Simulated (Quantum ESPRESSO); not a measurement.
Runs of Quantum ESPRESSO 7.5 on PtSe. It takes space group Fm-3m (No. 225, cubic). The conventional cell has a = 5.597 Å, b = 5.597 Å, c = 5.597 Å, α = 90.00°, β = 90.00°, γ = 90.00°. Pt (site symmetry m-3m) has 6 Se at 2.80 Å as nearest neighbours. Se (site symmetry m-3m) is surrounded by 6 Pt at 2.80 Å. The cell comes from a database or a generator and needn't be the stable form of this composition.

```csv
task,level,potentials or basis,U,cell,k mesh,mixing beta,start of the occupations,hubbard projectors,q mesh,gap on the mesh (eV),pressure (GPa)
phonons,vdW-DF-cx,GBRV 1.5 PBE,-,relaxed,"4 × 4 × 4, shifted",0.5,-,-,-,none,-0.2
phonons,PBE,GBRV 1.5 PBE,-,relaxed,"4 × 4 × 4, shifted",0.5,-,-,-,none,-0.2
phonons,BLYP,GBRV 1.5 PBE,-,relaxed,"4 × 4 × 4, shifted",0.5,-,-,-,none,-0.1
Hubbard U by linear response,PBEsol+U,GBRV 1.5 PBEsol,Pt d U = 8.0 eV,as given,6 × 6 × 6,0.3,default,ortho-atomic,2 × 2 × 2,none,-17.5
Hubbard U by linear response,PBEsol+U,GBRV 1.5 PBEsol,Pt d U = 2.0 eV,as given,6 × 6 × 6,0.3,default,ortho-atomic,2 × 2 × 2,none,(a)
```

Alike in all rows: no spin polarisation; cutoff (eV) 612; smearing fermi-dirac 0.05 eV; the mesh is coarse, so values aren't converged.

Q: Fill in the values left out.

A: (a) -19.0.

Caveats: some runs use coarse meshes; the mesh is thin for the phonons of a metal (some runs); the potentials were made for another functional, which shifts forces and pressure (some runs); U without spin polarisation on a metal has little footing (some runs).

A k mesh can miss the band edges, and the runs leave out spin-orbit coupling on Pt, Se.

A gap of «none» marks a metal or a gap under the smearing width.
